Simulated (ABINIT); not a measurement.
# Ge2Sb2Te5 (P1) in ABINIT: single point with PBE

Aim: the single point of Ge2Sb2Te5 with PBE.

All numbers are computed with ABINIT 10.8.3 (patched build); they aren't measurements. Logs are shortened: lines on timing, memory, paths and dates and some standing lists are left out, and cuts for length are marked. The log counts tension as positive stress, the text compression.

## 1. The cell of the first run

The typed cell holds 9 atoms: a = 7.495 Å, b = 7.495 Å, c = 9.672 Å, α = 130.12°, β = 130.12°, γ = 48.29°.

The cell comes from a database or a generator and needn't be the stable form of this composition.

## 2. Single point, PBE (atoms moved at random, drawn with an rms of 0.05 Å)

Contents of run.abi:

```
# Pseudopotentials
pp_dirpath "./"
pseudos "Te.GGA_PBE-JTH.xml, Sb.GGA_PBE-JTH.xml, Ge.GGA_PBE-JTH.xml"

# Structure
acell 14.163390024 14.163390024 18.2778620627
rprim
     0.9125000404    -0.4090766142     0.0000000000
     0.9125000404     0.4090766142     0.0000000000
    -0.7062464773     0.0000000000     0.7079660397
ntypat 3
znucl 52 51 32
natom 9
typat 1 1 1 1 1 2 2 3 3
xcart
     5.5124782679    -0.0345569536     2.5983800159
     9.5304542557    -0.0017874815     1.3620099729
     0.0598713567     0.0071744540     0.0701879923
    -2.6906396985     0.0163602080     5.6189356695
     1.3823147522     0.0112614400     4.1001770790
     8.3482524916    -0.0006683893     4.0634875900
    -1.3472080755    -0.0028605836     2.9093915691
     2.5922153968    -0.0156029045     1.3358794970
     6.7939281580    -0.0023638906     0.0564311458 Angstrom
chkprim 0
chksymtnons 0
tolsym 1.0e-6

# Plane-wave basis
ecut 22.0
pawecutdg 44.0
pawxcdev 0

# k points
kptopt 1
ngkpt 5 5 4
nshiftk 1
shiftk 0.0 0.0 0.0

# Exchange and correlation
ixc 11

# Bands and occupations
nband 53
occopt 3
tsmear 0.00183747

# SCF cycle
nstep 100
tolvrs 1.0e-9

# Output
iomode 3
prtwf 0
prtden 0
prteig 0
prtebands 0
prtvol 2
```

Potentials or basis: JTH PAW PBE v2.0.

Started as:

```sh
$ abinit run.abi > log 2>&1
```

run.abo:

```text
.Version 10.8.3 of ABINIT
 Symmetries : space group P1 (#  1); Bravais aP (primitive triclinic)
================================================================================
 Values of the parameters that define the memory need of the present run
     intxc =       0    ionmov =       0      iscf =      17    lmnmax =      18
     lnmax =       6     mgfft =      80  mpssoang =       3    mqgrid =    3864
     natom =       9  nloc_mem =       2    nspden =       1   nspinor =       1
    nsppol =       1      nsym =       1    n1xccc =       1    ntypat =       3
    occopt =       3   xclevel =       2
       mpw =        9585          nfft =      288000          nkpt =          51
 PAW method is used; the additional fine FFT grid is defined by:
   mgfftf=       120    nfftf =    972000
================================================================================
================================================================================

--------------------------------------------------------------------------------
------------- Echo of variables that govern the present computation ------------
--------------------------------------------------------------------------------
 -outvars: echo values of preprocessed input variables --------
            acell      1.4163390024E+01  1.4163390024E+01  1.8277862063E+01 Bohr
              amu      1.27600000E+02  1.21753000E+02  7.26100000E+01
          chkprim           0
      chksymtnons           0
             ecut      2.20000000E+01 Hartree
              ixc          11
         kptrlatt        5    0    0      0    5    0      0    0    4
          kptrlen      5.79391164E+01
            natom           9
            nband          53
            ngfft          60      60      80
          ngfftdg          90      90     120
             nkpt          51
            nstep         100
             nsym           1
           ntypat           3
           occopt           3
        pawecutdg      4.40000000E+01 Hartree
         pawxcdev           0
           prtden           0
        prtebands           0
           prteig           0
           prtvol           2
            prtwf           0
            rprim      9.1250004040E-01 -4.0907661420E-01  0.0000000000E+00
                       9.1250004040E-01  4.0907661420E-01  0.0000000000E+00
                      -7.0624647730E-01  0.0000000000E+00  7.0796603970E-01
          spgroup           1
           tolsym      1.00000000E-06
           tolvrs      1.00000000E-09
           tsmear      1.83747000E-03 Hartree
            typat      1  1  1  1  1  2  2  3  3
           useylm           1
           xangst      5.5124782679E+00 -3.4556953600E-02  2.5983800159E+00
                       9.5304542557E+00 -1.7874815000E-03  1.3620099729E+00
                       5.9871356700E-02  7.1744540000E-03  7.0187992300E-02
                      -2.6906396985E+00  1.6360208000E-02  5.6189356695E+00
                       1.3823147522E+00  1.1261440000E-02  4.1001770790E+00
                       8.3482524916E+00 -6.6838930000E-04  4.0634875900E+00
                      -1.3472080755E+00 -2.8605836000E-03  2.9093915691E+00
                       2.5922153968E+00 -1.5602904500E-02  1.3358794970E+00
                       6.7939281580E+00 -2.3638906000E-03  5.6431145800E-02
            xcart      1.0417074201E+01 -6.5303178050E-02  4.9102266011E+00
                       1.8009948399E+01 -3.3778504901E-03  2.5738258295E+00
                       1.1314046695E-01  1.3557753163E-02  1.3263608277E-01
                      -5.0845721337E+00  3.0916312483E-02  1.0618249534E+01
                       2.6121963015E+00  2.1281037383E-02  7.7482117470E+00
                       1.5775910839E+01 -1.2630727225E-03  7.6788786611E+00
                      -2.5458542973E+00 -5.4057195643E-03  5.4979532586E+00
                       4.8985771593E+00 -2.9485216274E-02  2.5244463865E+00
                       1.2838663538E+01 -4.4671058256E-03  1.0663941053E-01
             xred      5.9814800040E-01  5.8687700041E-01  3.7945800025E-01
                       7.9638300054E-01  7.9580000054E-01  1.9890300013E-01
                       8.3260000188E-03  1.0666000007E-02  1.0250000014E-02
                       2.1041800016E-01  2.1575400016E-01  8.2056900054E-01
                       3.9825300029E-01  4.0192600028E-01  5.9877500040E-01
                       9.0679300062E-01  9.0657500063E-01  5.9341700040E-01
                       1.1415900008E-01  1.1322600008E-01  4.2487700028E-01
                       2.8948500019E-01  2.8439600020E-01  1.9508700013E-01
                       5.0119600034E-01  5.0042500034E-01  8.2410000100E-03
            znucl       52.00000   51.00000   32.00000

================================================================================

 chkinp: Checking input parameters for consistency.

================================================================================
[... 600 lines left out ...]
    7     -0.00045456599440    -0.00032485347499     0.00052599424012
    8     -0.00370542793272    -0.00002453466940    -0.00108345724911
    9     -0.00065551865966    -0.00040182992097     0.00373011611321
 frms,max,avg= 1.7323433E-03 4.4541279E-03   1.697E-05 -9.587E-07 -5.658E-07 h/b

 cartesian forces (eV/Angstrom) at end:
    1      0.05538363233778     0.07662293290365     0.20150876460217
    2      0.08462616944933     0.00971504280847    -0.02887939247989
    3      0.03378740301666    -0.01992072498605    -0.02752380299128
    4     -0.02629848734455     0.00380946605723    -0.22904046480301
    5      0.12541892421298    -0.03302996214997    -0.01474007944526
    6     -0.02529402833374     0.00143243143911    -0.06446940699733
    7     -0.02337472325217    -0.01670463732224     0.02704771132578
    8     -0.19054076531427    -0.00126162342625    -0.05571361180918
    9     -0.03370812477202    -0.02066292532395     0.19181028259800
 frms,max,avg= 8.9080674E-02 2.2904046E-01   8.724E-04 -4.930E-05 -2.909E-05 e/A
 length scales= 14.163390024000 14.163390024000 18.277862062700 bohr
              =  7.494943224747  7.494943224747  9.672228061048 angstroms
 Fermi (or HOMO) energy (hartree) =  -0.07807   Average Vxc (hartree)=  -0.33083
 Eigenvalues (hartree) for nkpt=  51  k points:
 kpt#   1, nband= 53, wtk=  0.01000, kpt=  0.0000  0.0000  0.0000 (reduced coord)
  -1.16141   -1.16137   -1.16129   -1.16128   -1.16107   -1.16082   -1.16077   -1.16066
  -1.16057   -1.16054   -0.98604   -0.98581   -0.98581   -0.98556   -0.98531   -0.98528
  -0.98516   -0.98510   -0.98503   -0.98491   -0.54743   -0.48273   -0.47685   -0.47087
  -0.46409   -0.41217   -0.39506   -0.37253   -0.29375   -0.25392   -0.23859   -0.23817
  -0.23773   -0.22369   -0.21206   -0.21003   -0.17738   -0.14212   -0.13657   -0.13341
  -0.11108   -0.10033   -0.09738   -0.09632   -0.04309   -0.03346    0.00921    0.01063
   0.04467    0.05932    0.06859    0.07171    0.09222
      occupation numbers for kpt#   1
   2.00000    2.00000    2.00000    2.00000    2.00000    2.00000    2.00000    2.00000
   2.00000    2.00000    2.00000    2.00000    2.00000    2.00000    2.00000    2.00000
   2.00000    2.00000    2.00000    2.00000    2.00000    2.00000    2.00000    2.00000
   2.00000    2.00000    2.00000    2.00000    2.00000    2.00000    2.00000    2.00000
   2.00000    2.00000    2.00000    2.00000    2.00000    2.00000    2.00000    2.00000
   2.00000    1.99999    1.99995    1.99990    0.00000    0.00000    0.00000    0.00000
   0.00000    0.00000    0.00000    0.00000    0.00000
 kpt#   2, nband= 53, wtk=  0.02000, kpt=  0.2000  0.0000  0.0000 (reduced coord)
[... 784 lines left out ...]
  -1.16141   -1.16135   -1.16130   -1.16127   -1.16107   -1.16082   -1.16078   -1.16065
  -1.16059   -1.16052   -0.98604   -0.98581   -0.98581   -0.98556   -0.98532   -0.98528
  -0.98517   -0.98510   -0.98503   -0.98491   -0.51673   -0.50059   -0.49254   -0.48022
  -0.46505   -0.41351   -0.40574   -0.36557   -0.35672   -0.25065   -0.22918   -0.20290
  -0.18945   -0.18413   -0.16836   -0.15482   -0.14848   -0.14102   -0.13495   -0.11868
  -0.10838   -0.10202   -0.09591   -0.09391   -0.06969   -0.05225   -0.04545   -0.02910
  -0.02367   -0.01307   -0.00533    0.00853    0.02684
      occupation numbers for kpt#  51
   2.00000    2.00000    2.00000    2.00000    2.00000    2.00000    2.00000    2.00000
   2.00000    2.00000    2.00000    2.00000    2.00000    2.00000    2.00000    2.00000
   2.00000    2.00000    2.00000    2.00000    2.00000    2.00000    2.00000    2.00000
   2.00000    2.00000    2.00000    2.00000    2.00000    2.00000    2.00000    2.00000
   2.00000    2.00000    2.00000    2.00000    2.00000    2.00000    2.00000    2.00000
   2.00000    2.00000    1.99988    1.99964    0.02079    0.00000    0.00000    0.00000
   0.00000    0.00000    0.00000    0.00000    0.00000
 Total charge density [el/Bohr^3]
)     Maximum=    2.2354E+00  at reduced coord.    0.9111    0.9000    0.5917
)Next maximum=    2.2349E+00  at reduced coord.    0.1111    0.1111    0.4250
)     Minimum=   -2.4888E-02  at reduced coord.    0.2111    0.2111    0.8167
)Next minimum=   -2.4802E-02  at reduced coord.    0.4000    0.4000    0.6000
   Integrated=    8.8000E+01

--- !EnergyTerms
iteration_state     : {dtset: 1, }
comment             : Components of total free energy in Hartree
kinetic             :  3.30610496178560E+01
hartree             :  1.21033801022611E+02
xc                  : -2.94974658403818E+01
Ewald energy        : -2.16142971889123E+02
psp_core            :  2.91761264603320E+01
local_psp           : -3.56606833216276E+02
PAW spherical_terms :  2.09616660619498E+01
internal            : -3.98014627783033E+02
'-kT*entropy'       : -1.80911564104408E-04
total_energy        : -3.98014808694597E+02
total_energy_eV     : -1.08305346910089E+04
...

--- !EnergyTermsDC
iteration_state     : {dtset: 1, }
comment             : '"Double-counting" decomposition of free energy'
band_energy         : -5.58024452439873E+01
Ewald energy        : -2.16142971889123E+02
psp_core            :  2.91761264603320E+01
xc_dc               : -1.24515917907449E+02
PAW spherical_terms : -3.07294220588779E+01
internal            : -3.98014630639106E+02
'-kT*entropy'       : -1.80911564104408E-04
total_energy_dc     : -3.98014811550670E+02
total_energy_dc_eV  : -1.08305347687266E+04
...

--- !EnergyTermsWithPAWCore
iteration_state     : {dtset: 1, }
comment             : 'Components of total free energy, including PAW core contributions'
Total energy        : -5.11342032457485E+04
Total energy DC     : -5.11342032486046E+04
Total energy (eV)   : -1.39143255490056E+06
Total energy DC (eV): -1.39143255497828E+06
...

 Cartesian components of stress tensor (hartree/bohr^3)
  sigma(1 1)= -6.07785245E-07  sigma(3 2)= -6.81381161E-07
  sigma(2 2)=  1.77901393E-05  sigma(3 1)=  8.14125508E-06
  sigma(3 3)= -1.86727672E-06  sigma(2 1)=  1.27165939E-06

-Cartesian components of stress tensor (GPa)         [Pressure= -1.5020E-01 GPa]
- sigma(1 1)= -1.78816593E-02  sigma(3 2)= -2.00469259E-02
- sigma(2 2)=  5.23403969E-01  sigma(3 1)=  2.39523994E-01
- sigma(3 3)= -5.49371777E-02  sigma(2 1)=  3.74135108E-02

== END DATASET(S) ==============================================================
================================================================================

 -outvars: echo values of variables after computation  --------
            acell      1.4163390024E+01  1.4163390024E+01  1.8277862063E+01 Bohr
           etotal     -3.9801481155E+02
            fcart      1.0770401701E-03  1.4900788049E-03  3.9187215597E-03
                       1.6457169761E-03  1.8892750289E-04 -5.6161476731E-04
                       6.5706037606E-04 -3.8739642240E-04 -5.3525274893E-04
                      -5.1142415343E-04  7.4082319938E-05 -4.4541278849E-03
                       2.4390097537E-03 -6.4233049639E-04 -2.8664890695E-04
                      -4.9189053568E-04  2.7856356394E-05 -1.2537303558E-03
                      -4.5456599440E-04 -3.2485347499E-04  5.2599424012E-04
                      -3.7054279327E-03 -2.4534669400E-05 -1.0834572491E-03
                      -6.5551865966E-04 -4.0182992097E-04  3.7301161132E-03
            rprim      9.1250004040E-01 -4.0907661420E-01  0.0000000000E+00
                       9.1250004040E-01  4.0907661420E-01  0.0000000000E+00
                      -7.0624647730E-01  0.0000000000E+00  7.0796603970E-01
           strten     -6.0778524500E-07  1.7790139314E-05 -1.8672767178E-06
                      -6.8138116061E-07  8.1412550840E-06  1.2716593866E-06
           xangst      5.5124782679E+00 -3.4556953600E-02  2.5983800159E+00
                       9.5304542557E+00 -1.7874815000E-03  1.3620099729E+00
                       5.9871356700E-02  7.1744540000E-03  7.0187992300E-02
                      -2.6906396985E+00  1.6360208000E-02  5.6189356695E+00
                       1.3823147522E+00  1.1261440000E-02  4.1001770790E+00
                       8.3482524916E+00 -6.6838930000E-04  4.0634875900E+00
                      -1.3472080755E+00 -2.8605836000E-03  2.9093915691E+00
                       2.5922153968E+00 -1.5602904500E-02  1.3358794970E+00
                       6.7939281580E+00 -2.3638906000E-03  5.6431145800E-02
             xred      5.9814800040E-01  5.8687700041E-01  3.7945800025E-01
                       7.9638300054E-01  7.9580000054E-01  1.9890300013E-01
                       8.3260000188E-03  1.0666000007E-02  1.0250000014E-02
                       2.1041800016E-01  2.1575400016E-01  8.2056900054E-01
                       3.9825300029E-01  4.0192600028E-01  5.9877500040E-01
                       9.0679300062E-01  9.0657500063E-01  5.9341700040E-01
                       1.1415900008E-01  1.1322600008E-01  4.2487700028E-01
                       2.8948500019E-01  2.8439600020E-01  1.9508700013E-01
                       5.0119600034E-01  5.0042500034E-01  8.2410000100E-03
 Calculation completed.
```

Wall time 56 min (1 thread of Intel Xeon Platinum 8259CL at 2.50GHz (Skylake/Cascade Lake), shared host); peak memory 0.98 GiB.

Results:

```
Free energy                                           : -10830.5348 eV
Pressure                                              : -0.2 GPa
Largest force                                         : 0.231 eV/Å
Band gap on the k mesh                                : 0.27 eV, indirect (least direct gap 0.31 eV)
Valence electrons inside the program's atomic spheres : Te 3.09, 3.10; Sb 12.32; Ge 12.07
```

Forces in eV/Å, atoms in the order of the input:
```
Te   0.055  0.077  0.202
Te   0.085  0.010 -0.029
Te   0.034 -0.020 -0.028
Te  -0.026  0.004 -0.229
Te   0.125 -0.033 -0.015
Sb  -0.025  0.001 -0.064
Sb  -0.023 -0.017  0.027
Ge  -0.191 -0.001 -0.056
Ge  -0.034 -0.021  0.192
```

Caveat: spin-orbit coupling is left out, which moves the levels of the heavy elements; an odd mesh through Γ misses points on the zone boundary, where band edges often lie.
